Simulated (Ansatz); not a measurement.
# Ag+ with CHN: structure and interaction energy

An exercise on one series of results from a longer session: the logs are not shown, and one member is left open.

Computed with Ansatz 0.2.0, Gaussian basis. Level: PBE0-D4 structure, single points in def2-TZVPPD.

Levels: PBE-D4, revPBE-D4, BLYP-D4, r2SCAN-D4, B97M-V, PBE0-D4, B3LYP-D4, HSE06-D4, wB97X-V, wB97M-V, B2PLYP, Hartree-Fock, MP2, CCSD, CCSD(T). The reference is CCSD(T) extrapolated to the basis limit. For elements past Ar these valence bases correlate outer-core shells poorly, so that limit is rough.

Cores are frozen in the correlated methods. Filled d shells of the heavier atoms are correlated. Core potentials replace the inner electrons past krypton, and spin-orbit coupling is left out. B3LYP uses VWN-RPA correlation. B2PLYP carries no dispersion term here.

163 further runs of the same task are left out: 163 set aside as unsound or not needed.

## The starting structure

The pair, from a GFN2-xTB docking trial: 4 atoms, charge 1, spin multiplicity 1.

Atoms are counted from 1 here; the program's logs count them from 0.

Bond lengths: Ag1–N3 2.166 Å, C2–N3 1.140 Å, C2–H4 1.067 Å. Angles: N3–C2–H4 179.8°, Ag1–N3–C2 179.3°.

Coordinates:

```xyz
4
charge 1, multiplicity 1
Ag   -0.6973    0.7109   -2.2510
C     0.2389   -0.2429    0.7729
N    -0.0869    0.0777   -0.2712
H     0.5453   -0.5457    1.7493
```

Atoms 1 to 1 are fragment A (Ag+), the rest fragment B (CHN).

Set-up of the first run:

Input file pre/in.yaml:

```yaml
crystal:
  periodic: [false, false, false]
  atoms:
    - {symbol: Ag, position_ang: [-0.697300, 0.710900, -2.251000]}
    - {symbol: C, position_ang: [0.238900, -0.242900, 0.772900]}
    - {symbol: N, position_ang: [-0.086900, 0.077700, -0.271200]}
    - {symbol: H, position_ang: [0.545300, -0.545700, 1.749300]}
basis:
  gaussian: {orbitals: def2-SVP}
total_charge: 1
hamiltonian: {xc: pbe, dispersion: d4}
relax: {f_tol: 0.03, max_steps: 250}
```

Started as:

```
$ ansatz run in.yaml --threads 2 --pin off --events-out ev --progress --plain --max-ram 5222MiB
```

Among the steps run: A first relaxation in a small basis; Relaxation at PBE0-D4; wB97X-V/def2-TZVPPD; wB97M-V/def2-TZVPPD; B2PLYP/def2-TZVPPD; B97M-V/def2-TZVPPD; CCSD(T)/def2-TZVPPD; MP2/def2-QZVPPD; SPW92/def2-SVP; wB97M-V/def2-SVP; CCSD(T)/def2-SVP; Vibrations of the pair.

One table of the session follows, with a row left open; its other results are not shown here.

```
      method  interaction (kcal/mol)
      PBE-D4                  -42.61
   revPBE-D4                  -39.28
     BLYP-D4                  -41.87
   r2SCAN-D4                  -42.18
      B97M-V                  -39.73
     PBE0-D4                  -39.25
    B3LYP-D4                  -39.77
    HSE06-D4                  -39.18
     wB97X-V                  -37.73
     wB97M-V                  -37.15
      B2PLYP                  -37.75
Hartree-Fock                       ?
         MP2                  -37.39
        CCSD                  -34.02
     CCSD(T)                  -35.19
 CCSD(T)/CBS                  -38.24
```

Estimate the missing values for Hartree-Fock.

As computed: interaction (kcal/mol): -26.35. In the column «interaction (kcal/mol)» it is the highest.
